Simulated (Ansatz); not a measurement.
**C₂H₄Cl₂Si: up Jacob's ladder to CCSD(T)**

How much do the methods differ for C₂H₄Cl₂Si? The plan is to run it at one geometry with functionals of several rungs and with coupled cluster, and see how far each lands from CCSD(T) at the basis-set limit for the atomisation energy.

The runs use Ansatz 0.2.0, Gaussian basis; functionals in def2-TZVPP, the program's frozen cores in correlated methods.

Levels to be run: LDA (SPW92), PBE-D4, revPBE-D4, BLYP-D4, r2SCAN-D4, B97M-V, PBE0-D4, B3LYP-D4, r2SCANh-D4, r2SCAN0-D4, HSE06-D4, BHLYP-D4, CAM-B3LYP-D4, LC-ωPBE, ωB97X-V, ωB97M-V, B2PLYP, PBE-QIDH; CCSD(T)/def2-SVP; CCSD(T)/def2-TZVPP; MP2/def2-QZVPP; extrapolation to the limit; RPA on PBE.

## (1) The geometry

An earlier PBE0-D4 in a triple-zeta def2 set relaxation fixed the geometry.

SMILES `C=C[SiH](Cl)Cl`, 9 atoms, charge 0, spin multiplicity 1.

Atoms are counted from 1 here; the program's logs count them from 0.

Bond lengths: C1–C2 1.330 Å, C1–H6 1.087 Å, C1–H7 1.086 Å, C2–Si3 1.839 Å, C2–H8 1.088 Å, Si3–Cl4 2.047 Å, Si3–Cl5 2.047 Å, Si3–H9 1.477 Å. Angles: C2–C1–H6 121.8°, C2–C1–H7 122.2°, H6–C1–H7 116.1°, C1–C2–Si3 120.7°, C1–C2–H8 119.6°, Si3–C2–H8 119.7°, C2–Si3–Cl4 110.4°, C2–Si3–Cl5 110.4°, C2–Si3–H9 110.9°, Cl4–Si3–Cl5 107.9°, Cl4–Si3–H9 108.5°, Cl5–Si3–H9 108.5°.

## (2) LDA

This LDA is Slater exchange with PW92 correlation.

in.yaml

```yaml
crystal:
  periodic: [false, false, false]
  atoms:
    - {symbol: C, position_ang: [-0.176596, 0.830729, 1.338077]}
    - {symbol: C, position_ang: [-0.554907, -0.120243, 0.488455]}
    - {symbol: Si, position_ang: [0.405329, -0.444377, -1.046548]}
    - {symbol: Cl, position_ang: [1.091281, -2.373045, -1.065877]}
    - {symbol: Cl, position_ang: [-0.776009, -0.179106, -2.697198]}
    - {symbol: H, position_ang: [0.703052, 1.442798, 1.157555]}
    - {symbol: H, position_ang: [-0.725833, 1.042212, 2.250846]}
    - {symbol: H, position_ang: [-1.441484, -0.711822, 0.704678]}
    - {symbol: H, position_ang: [1.563665, 0.466553, -1.147087]}
basis:
  gaussian: {orbitals: def2-TZVPP}
hamiltonian: {xc: lda}
output: {orbitals: {seedname: orbitals}}
```

Run with:

```
> ansatz run in.yaml --threads 4 --pin off --events-out ev --progress --plain --max-ram 10444MiB
```

After this run come: PBE-D4 (GGA); revPBE-D4 (GGA); BLYP-D4 (GGA); r2SCAN-D4 (meta-GGA); B97M-V (meta-GGA); PBE0-D4 (hybrid); B3LYP-D4 (hybrid); r2SCANh-D4 (hybrid); r2SCAN0-D4 (hybrid); HSE06-D4 (hybrid); BHLYP-D4 (hybrid); CAM-B3LYP-D4 (range-separated); LC-ωPBE (range-separated); ωB97X-V (range-separated); ωB97M-V (range-separated); B2PLYP (double hybrid); PBE-QIDH (double hybrid); CCSD(T) in def2-SVP; CCSD(T) in def2-TZVPP; MP2 in def2-QZVPP; RPA on PBE orbitals.

Q: Predict the results of all the runs planned. Wanted: atomisation energy, CCSD(T)/CBS; farthest beyond LDA; mean size of error, GGA; mean size of error, meta-GGA; mean size of error, hybrid; mean size of error, range-separated; mean size of error, double hybrid; gap, smallest and largest; T1 diagnostic.

**Answer**, as computed:

```
                               quantity                                                                               value
        atomisation energy, CCSD(T)/CBS                                                                       3381.5 kJ/mol
 functionals within 16.9 kJ/mol (0.5 %)  r2SCAN-D4, PBE0-D4, r2SCANh-D4, HSE06-D4, CAM-B3LYP-D4, ωB97X-V, ωB97M-V, PBE-QIDH
                    farthest beyond LDA                                                             BHLYP-D4 (-91.9 kJ/mol)
                mean size of error, GGA                                                                         36.9 kJ/mol
           mean size of error, meta-GGA                                                                         20.1 kJ/mol
             mean size of error, hybrid                                                                         28.5 kJ/mol
    mean size of error, range-separated                                                                         16.2 kJ/mol
      mean size of error, double hybrid                                                                         26.7 kJ/mol
              gap, smallest and largest                                           5.22 eV (LDA (SPW92)), 12.55 eV (LC-ωPBE)
                          T1 diagnostic                                                                              0.0099
triples share of the correlation energy                                                                               4.3 %
```

**Reading.** The LDA atomisation energy is off by 443.2 kJ/mol (13 %): it overbinds. PBE-D4 misses by +55.6 kJ/mol. Double hybrids carry the basis error of their MP2 part in triple zeta, and no dispersion term here, so their miss is partly the set-up's. By mean error the best rung here is range-separated (16.2 kJ/mol) and the worst beyond LDA is GGA (36.9 kJ/mol). The gap between the best rungs is small, so their order is not settled. Misses under about 16.9 kJ/mol are within the doubt on the reference itself, which lacks core-valence correlation, relativity and higher excitations. Hartree-Fock recovers 75 % of the binding; the rest is correlation. CCSD(T) in def2-SVP is off by -209.7 kJ/mol, which most functionals beat. The gap grows from 5.2 to 12.6 eV across the functionals, mostly with the share of exact exchange.
